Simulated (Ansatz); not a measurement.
# CH₅Cl₂GeN: basis-set convergence

The task here is to estimate one member of a computed series from the others.

Method: one geometry, several basis sets; program: Ansatz 0.2.0, Gaussian basis.

Plan: PBE0-D4/def2-SVP; ωB97M-V/def2-SVP; PBE0-D4/def2-QZVPP; ωB97M-V/def2-QZVPP; the functionals' def2-TZVPP values are taken from earlier runs.

**Structure used throughout**

The geometry comes from an earlier relaxation with PBE0-D4 in a triple-zeta def2 set; it is a stationary point, not always the lowest conformer.

SMILES `C[NH][GeH]([Cl])[Cl]`, 10 atoms, charge 0, spin multiplicity 1.

Atoms are counted from 1 here; the program's logs count them from 0.

Bond lengths: C1–N2 1.454 Å, C1–H6 1.097 Å, C1–H7 1.093 Å, C1–H8 1.093 Å, N2–Ge3 1.807 Å, N2–H9 1.011 Å, Ge3–Cl4 2.160 Å, Ge3–Cl5 2.136 Å, Ge3–H10 1.527 Å. Angles: N2–C1–H6 114.0°, N2–C1–H7 109.7°, N2–C1–H8 109.7°, H6–C1–H7 108.5°, H6–C1–H8 107.7°, H7–C1–H8 107.0°, C1–N2–Ge3 119.1°, C1–N2–H9 113.0°, Ge3–N2–H9 112.9°, N2–Ge3–Cl4 112.7°, N2–Ge3–Cl5 106.4°, N2–Ge3–H10 112.3°, Cl4–Ge3–Cl5 107.5°, Cl4–Ge3–H10 106.8°, Cl5–Ge3–H10 111.2°.

Set-up of the first run:

Contents of in.yaml:

```yaml
crystal:
  periodic: [false, false, false]
  atoms:
    - {symbol: C, position_ang: [-0.501555, -1.179308, 0.715939]}
    - {symbol: N, position_ang: [0.251272, 0.064179, 0.713540]}
    - {symbol: Ge, position_ang: [0.605054, 0.873717, -0.862631]}
    - {symbol: Cl, position_ang: [-1.179535, 1.271383, -2.013010]}
    - {symbol: Cl, position_ang: [1.492548, 2.756885, -0.385755]}
    - {symbol: H, position_ang: [-1.566007, -1.057244, 0.482489]}
    - {symbol: H, position_ang: [-0.414235, -1.660890, 1.692826]}
    - {symbol: H, position_ang: [-0.076621, -1.868564, -0.018440]}
    - {symbol: H, position_ang: [-0.052564, 0.710608, 1.428378]}
    - {symbol: H, position_ang: [1.524745, 0.038032, -1.750436]}
basis:
  gaussian: {orbitals: def2-SVP}
hamiltonian: {xc: pbe0, dispersion: d4}
output: {orbitals: {seedname: orbitals}}
```

Run with:

```console
$ ansatz run in.yaml --threads 4 --pin off --events-out ev --progress --plain --max-ram 10444MiB
```

Among the steps run: PBE0-D4 in def2-SVP; ωB97M-V in def2-SVP; PBE0-D4 in def2-QZVPP; ωB97M-V in def2-QZVPP.

One table of the session follows, with a row left open; its other results are not shown here.

It belongs to the step «Functionals by basis». 

| functional | basis | HOMO (eV) | LUMO (eV) |
| --- | --- | --- | --- |
| PBE0-D4 | def2-SVP | -7.36 | -0.06 |
| PBE0-D4 | def2-TZVPP | -7.50 | -0.42 |
| PBE0-D4 | def2-QZVPP | -7.54 | -0.54 |
| ωB97M-V | def2-SVP | -9.66 | 2.08 |
| ωB97M-V | def2-TZVPP | -9.83 | 1.58 |
| ωB97M-V | def2-QZVPP | ? | ? |

Q: Estimate the row for ωB97M-V, def2-QZVPP from the others.

As computed: HOMO (eV): -9.86; LUMO (eV): 1.33. In the column «HOMO (eV)» it is the lowest.
